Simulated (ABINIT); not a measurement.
Runs of ABINIT 10.8.3 (patched build) on SiF. It takes space group R-3m (No. 166, trigonal). Conventional cell: a = 2.677 Å, b = 2.677 Å, c = 11.695 Å, α = 90.00°, β = 90.00°, γ = 120.00°. Si (site symmetry -3m) is surrounded by 6 F at 2.49 Å and 6 Si at 2.68 Å. F (site symmetry -3m) is surrounded by 6 Si at 2.49 Å and 6 F at 2.68 Å. The cell was built by a generator and needn't be a form met in nature.

```tsv
task	level	potentials or basis	cell	k mesh	cutoff (eV)	bands in the sums	broadening (eV)	scissor shift (eV)	tensor components	fine-grid cutoff	gap on the mesh (eV)	pressure (GPa)
optical spectrum	BLYP	PseudoDojo NC SR PBE v0.5 stringent	volume scaled by 1.08	12 × 12 × 12	1143	14	0.2	0	[11, 33]	-	none	(a)
single point	PBE+D2	Ansatz PAW PBE default generated set, frozen core	as given	9 × 9 × 9	435	-	-	-	-	870.764 eV	none	-2.8
single point	LDA	PseudoDojo NC SR LDA v0.4.1 standard	as given	9 × 9 × 9	952	-	-	-	-	-	none	-
single point	BLYP	PseudoDojo NC SR PBE v0.5 stringent	cell stretched	9 × 9 × 9	1143	-	-	-	-	-	none	-0.2
```

Alike in all rows: no spin polarisation; smearing fermi-dirac 0.05 eV.

**Question.** Fill in the values left out.

**Answer.** (a) 0.4.

Caveats: an odd number of electrons without spin polarisation forces a metal; a magnetic or distorted state may lie lower; the potentials were made for another functional, which shifts forces and pressure (some runs); the intraband (Drude) term is left out (some runs); spectra need much finer meshes, so this one isn't converged (some runs); independent-particle spectra lack excitons (some runs); pairwise dispersion overbinds metals, which lowers pressure and volume (some runs).

A gap of «none» marks a metal or a gap under the smearing width.
